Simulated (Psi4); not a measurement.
# UOMP2/6-311+G(d,p) run of SiCl2F (SMILES F[Si](Cl)Cl)

Aim: the energy change on altering one bond length of SiCl2F at UOMP2/6-311+G**, from 2 runs. 

Program for the calculation: Psi4 1.11.

1 further run of the same task is left out (it didn't finish).

## 1. Starting point

SiCl2F has 4 atoms, charge 0, and is taken as a doublet. SMILES: `F[Si](Cl)Cl`. Geometry: relaxed at GFN2-xTB.

Bond lengths: F1–Si2 1.619 Å, Si2–Cl3 2.009 Å, Si2–Cl4 2.009 Å. Angles: F1–Si2–Cl3 104.6°, F1–Si2–Cl4 104.6°, Cl3–Si2–Cl4 115.3°.

## 2. A single-point energy at UOMP2/6-311+G(d,p)

The input, cl2fsi.py:

```python
import psi4

psi4.set_memory('1600 MB')
psi4.set_num_threads(1)
psi4.core.set_output_file('output.dat', False)

geom = psi4.geometry("""
0 2
F
Si 1 1.618865
Cl 2 2.00884 1 104.59647
Cl 2 2.008729 1 104.57288 3 121.65136
units angstrom
symmetry c1
""")

psi4.set_options({
    'basis': '6-311+G**',
    'reference': 'uhf',
    'puream': True,
    'e_convergence': 1e-09,
    'd_convergence': 1e-08,
    'scf_type': 'pk',
    'num_frozen_docc': 16,
    'maxiter': 200,
})

e_tot, wfn = psi4.energy("omp2", molecule=geom, return_wfn=True)
print(f'total energy {e_tot:.8f} hartree = {e_tot * 27.211386:.5f} eV')
for k, v in sorted(psi4.core.scalar_variables().items()):
    print(f'{k:45s} {v:18.10f}')
```

The run is started by

```
python cl2fsi.py
```

output.dat:

```text
[...]
  Running in c1 symmetry.
[...]
  Nuclear repulsion =  267.856070994485776
[...]
  Multiplicity = 2
[...]
  Nalpha       = 29
  Nbeta        = 28
[...]
    Number of basis functions: 112
[...]
   @UHF iter   1: -1307.47486018979157   -3.69308e-01   3.58039e-03 DIIS/ADIIS
[...]
   @UHF iter  13: -1307.54027828439507   -4.32010e-12   4.70837e-09 DIIS
[...]
   @S^2 Observed:                7.536651563E-01
[...]
    Orbital Energies [Eh]
    ---------------------
    Alpha Occupied:
       1A   -104.864186     2A   -104.864174     3A    -68.927115
       4A    -26.313112     5A    -10.592558     6A    -10.592549
       7A     -8.062273     8A     -8.062264     9A     -8.057888
      10A     -8.057879    11A     -8.057453    12A     -8.057444
      13A     -6.265597    14A     -4.375822    15A     -4.369172
      16A     -4.368900    17A     -1.615495    18A     -1.159263
      19A     -1.132596    20A     -0.788962    21A     -0.695773
      22A     -0.694002    23A     -0.662941    24A     -0.582696
      25A     -0.543534    26A     -0.518504    27A     -0.502351
      28A     -0.489832    29A     -0.393542
    Alpha Virtual:
[...]
  @UHF Final Energy: -1307.54027828439507
   => Energetics <=
    Nuclear Repulsion Energy =            267.8560709944857763
    One-Electron Energy =               -2344.0816471200578235
    Two-Electron Energy =                 768.6852978411769755
    Total Energy =                      -1307.5402782843948444
  UHF NO Occupations:
  HONO-2 :   27  A 1.9997322
  HONO-1 :   28  A 1.9987495
[...]
 Multipole Moments:
 ------------------------------------------------------------------------------------
     Multipole            Electronic (a.u.)      Nuclear  (a.u.)        Total (a.u.)
 ------------------------------------------------------------------------------------
 L = 1.  Multiply by 2.5417464519 to convert [e a0] to [Debye]
 Dipole X            :         -0.2222975           -0.1525528           -0.3748503
 Dipole Y            :          0.1240664            0.0851599            0.2092262
 Dipole Z            :         -0.1842629            0.7098391            0.5255762
 Magnitude           :                                                    0.6786153
[...]
	Warning: cc_lambda option is changed to TRUE
	For this residual convergence, default PCG convergence is:     1.00e-07
[...]
	DF-SCS-MP2 Total Energy (a.u.)     : -1308.07028439133364
	DF-SOS-MP2 Total Energy (a.u.)     : -1308.06005676996415
[...]
	DF-SCS-OMP2 Total Energy (a.u.)    : -1308.07727239693463
	DF-SOS-OMP2 Total Energy (a.u.)    : -1308.02512801632793
	DF-SCS(N)-OMP2 Total Energy (a.u.) : -1307.80658731419612
[...]
	DF-OMP2 Total Energy (a.u.)        : -1308.09925065290804
[...]
```

Run time: 4.2 min. Hardware: 1 thread of Intel Xeon Platinum 8259CL at 2.50GHz (Skylake/Cascade Lake), shared host; peak memory 0.49 GiB.

## 3. The distorted shape

The input, cl2fsi.xyz:

```xyz
4
Cl2FSi
F      1.132490    -0.619433     1.076315
Si     0.007080    -0.665203    -0.086475
Cl    -1.742220    -0.642193     0.900875
Cl     0.435160     1.197870    -1.383320
```

The input, cl2fsi_ase.py:

```python
import numpy as np
from ase.calculators.psi4 import Psi4
from ase.io import read

a = read('cl2fsi.xyz')
calc = Psi4(atoms=a, method='omp2', basis='6-311+G**', memory='1600MB', num_threads=1, charge=0, multiplicity=2, label='cl2fsi', reference='uhf')
calc.psi4.set_options({'puream': True, 'e_convergence': 1e-09, 'd_convergence': 1e-08, 'scf_type': 'pk', 'num_frozen_docc': 16, 'maxiter': 200})
a.calc = calc

print(f'energy: {a.get_potential_energy():.6f} eV')
```

The run is started by

```
python cl2fsi_ase.py
```

cl2fsi.dat:

```text
[...]
  Running in c1 symmetry.
[...]
  Nuclear repulsion =  254.191498613501267
[...]
  Multiplicity = 2
[...]
  Nalpha       = 29
  Nbeta        = 28
[...]
    Number of basis functions: 112
[...]
   @UHF iter   1: -1307.44504457780522   -6.20707e-01   3.71043e-03 DIIS/ADIIS
[...]
   @UHF iter  15: -1307.52293018627370   -1.13687e-11   7.46405e-09 DIIS
[...]
   @S^2 Observed:                7.598224104E-01
[...]
    Orbital Energies [Eh]
    ---------------------
    Alpha Occupied:
       1A   -104.880505     2A   -104.846295     3A    -68.954783
       4A    -26.330734     5A    -10.608505     6A    -10.570145
       7A     -8.078440     8A     -8.073677     9A     -8.073275
      10A     -8.041301    11A     -8.035177    12A     -8.034994
      13A     -6.289854    14A     -4.399284    15A     -4.393099
      16A     -4.391483    17A     -1.630766    18A     -1.161544
      19A     -1.090849    20A     -0.801656    21A     -0.709601
      22A     -0.703772    23A     -0.662547    24A     -0.560808
      25A     -0.537978    26A     -0.520081    27A     -0.476931
      28A     -0.471783    29A     -0.412049
    Alpha Virtual:
[...]
  @UHF Final Energy: -1307.52293018627370
   => Energetics <=
    Nuclear Repulsion Energy =            254.1914986135012668
    One-Electron Energy =               -2316.6212185501140084
    Two-Electron Energy =                 754.9067897503390441
    Total Energy =                      -1307.5229301862736975
  UHF NO Occupations:
  HONO-2 :   27  A 1.9993387
  HONO-1 :   28  A 1.9961581
[...]
 Multipole Moments:
 ------------------------------------------------------------------------------------
     Multipole            Electronic (a.u.)      Nuclear  (a.u.)        Total (a.u.)
 ------------------------------------------------------------------------------------
 L = 1.  Multiply by 2.5417464519 to convert [e a0] to [Debye]
 Dipole X            :          0.0548917           -0.4365084           -0.3816167
 Dipole Y            :         -0.7041483           -0.1965662           -0.9007145
 Dipole Z            :          0.4305133           -0.5483136           -0.1178003
 Magnitude           :                                                    0.9852892
[...]
	Warning: cc_lambda option is changed to TRUE
	For this residual convergence, default PCG convergence is:     1.00e-07
[...]
	DF-SCS-MP2 Total Energy (a.u.)     : -1308.05410176994451
	DF-SOS-MP2 Total Energy (a.u.)     : -1308.04436543103202
[...]
	DF-SCS-OMP2 Total Energy (a.u.)    : -1308.06194128688276
	DF-SOS-OMP2 Total Energy (a.u.)    : -1308.00994144221863
	DF-SCS(N)-OMP2 Total Energy (a.u.) : -1307.78725341991640
[...]
	DF-OMP2 Total Energy (a.u.)        : -1308.08306644253616
[...]
```

The script printed:

```text
Memory set to   1.490 GiB by Python driver.
  Threads set to 1 by Python driver.

  Memory set to   1.490 GiB by Python driver.
  Threads set to 1 by Python driver.
energy: -35594.753273 eV
```

Run time: 4.4 min. Hardware: 1 thread of Intel Xeon Platinum 8259CL at 2.50GHz (Skylake/Cascade Lake), shared host; peak memory 0.5 GiB.

## 4. What came out

Level: UOMP2/6-311+G**, 16 core orbitals frozen.

| quantity | value |
| --- | --- |
| first shape: total energy | -1308.09925 Eh |
| first shape: HOMO energy (Hartree–Fock orbitals) (highest over α and β) | -10.71 eV |
| first shape: LUMO energy (Hartree–Fock orbitals) (lowest over α and β) | -0.08 eV |
| first shape: correlation energy (16 core orbitals frozen) | -559.0 mEh |
| first shape: ⟨S²⟩ of the reference determinant | 0.754 |
| distorted shape: total energy | -1308.08307 Eh |
| distorted shape: HOMO energy (Hartree–Fock orbitals) (highest over α and β) | -11.21 eV |
| distorted shape: LUMO energy (Hartree–Fock orbitals) (lowest over α and β) | -0.79 eV |
| distorted shape: correlation energy (16 core orbitals frozen) | -560.1 mEh |
| distorted shape: ⟨S²⟩ of the reference determinant | 0.760 |
| energy change with the Si2–Cl4 bond stretched from 2.009 to 2.310 Å | 0.440 eV |

With the Si2–Cl4 bond stretched from 2.009 to 2.310 Å the energy rises by 0.44 eV (10.2 kcal/mol). The first shape isn't relaxed at this level, so the change isn't measured from a minimum.
